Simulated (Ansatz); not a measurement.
# Si₄Ge₂H₁₄: relaxing the structure

The task is to find a stationary geometry of Si₄Ge₂H₁₄.

Computed with Ansatz 0.2.0, Gaussian basis. Level: RKS PBE0-D4/def2-TZVP.

Levels to be run: relaxation at PBE0-D4/def2-TZVP.

1 further run of the same task is left out (set aside as unsound or not needed).

### 1 The system as given

20 atoms, charge 0, spin multiplicity 1.

Atoms are counted from 1 here; the program's logs count them from 0.

Bond lengths: Si1–Si2 2.318 Å, Si1–H7 1.464 Å, Si1–H8 1.465 Å, Si1–H9 1.470 Å, Si2–Si3 2.327 Å, Si2–H10 1.474 Å, Si2–H11 1.472 Å, Si3–Ge4 2.359 Å, Si3–H12 1.471 Å, Si3–H13 1.469 Å, Ge4–Si5 2.349 Å, Ge4–H14 1.520 Å, Ge4–H15 1.519 Å, Si5–Ge6 2.335 Å, Si5–H16 1.467 Å, Si5–H17 1.467 Å, Ge6–H18 1.507 Å, Ge6–H19 1.504 Å and more. Angles: Si2–Si1–H7 111.6°, Si2–Si1–H8 114.2°, Si2–Si1–H9 110.5°, H7–Si1–H8 106.8°, H7–Si1–H9 106.7°, H8–Si1–H9 106.7°, Si1–Si2–Si3 114.7°, Si1–Si2–H10 109.7°, Si1–Si2–H11 110.4°, Si3–Si2–H10 108.5°, Si3–Si2–H11 109.6°, H10–Si2–H11 103.2°, Si2–Si3–Ge4 110.8°, Si2–Si3–H12 110.3°, Si2–Si3–H13 115.1°, Ge4–Si3–H12 106.8°, Ge4–Si3–H13 108.8°, H12–Si3–H13 104.5° and more.

The start is a GFN2-xTB geometry.

### 2 Optimising with PBE0-D4/def2-TZVP

Input file in.yaml:

```yaml
crystal:
  periodic: [false, false, false]
  atoms:
    - {symbol: Si, position_ang: [0.076360, -1.970650, -1.736530]}
    - {symbol: Si, position_ang: [-1.023840, -2.434380, 0.249970]}
    - {symbol: Si, position_ang: [-1.646670, -0.558820, 1.478610]}
    - {symbol: Ge, position_ang: [0.242580, 0.734830, 2.048150]}
    - {symbol: Si, position_ang: [1.674790, 1.691720, 0.451170]}
    - {symbol: Ge, position_ang: [0.485620, 2.318990, -1.457390]}
    - {symbol: H, position_ang: [-0.811820, -1.325360, -2.705640]}
    - {symbol: H, position_ang: [0.641040, -3.149180, -2.398180]}
    - {symbol: H, position_ang: [1.191820, -1.042130, -1.501470]}
    - {symbol: H, position_ang: [-0.175600, -3.289930, 1.099460]}
    - {symbol: H, position_ang: [-2.204850, -3.275420, -0.001680]}
    - {symbol: H, position_ang: [-2.529260, 0.305920, 0.679590]}
    - {symbol: H, position_ang: [-2.413600, -0.840890, 2.698850]}
    - {symbol: H, position_ang: [1.121480, -0.071210, 2.990280]}
    - {symbol: H, position_ang: [-0.159020, 1.832570, 3.018610]}
    - {symbol: H, position_ang: [2.390720, 2.860500, 0.973060]}
    - {symbol: H, position_ang: [2.708840, 0.726040, 0.063790]}
    - {symbol: H, position_ang: [-0.919270, 1.780720, -1.536500]}
    - {symbol: H, position_ang: [0.276280, 3.796930, -1.638300]}
    - {symbol: H, position_ang: [1.074400, 1.909720, -2.775850]}
basis:
  gaussian: {orbitals: def2-TZVP}
hamiltonian: {xc: pbe0, dispersion: d4}
relax: {f_tol: 0.005, max_steps: 150}
```

**Question.** What will the summary of the whole plan be? Wanted: point group; shift from the start; total energy; dispersion term; dipole moment.

As calculated:

| quantity | value |
| --- | --- |
| point group | C1 |
| steps | 28 |
| shift from the start (rms) | 0.430 Å |
| total energy | -144749.1480 eV |
| dispersion term | -594 meV |
| dipole moment | 0.11 D |

The atoms moved 0.43 Å (rms) from the start; the bond that changed most is Si5–Ge6, from 2.335 to 2.379 Å. No vibrations were run, so it is not proven to be a minimum.
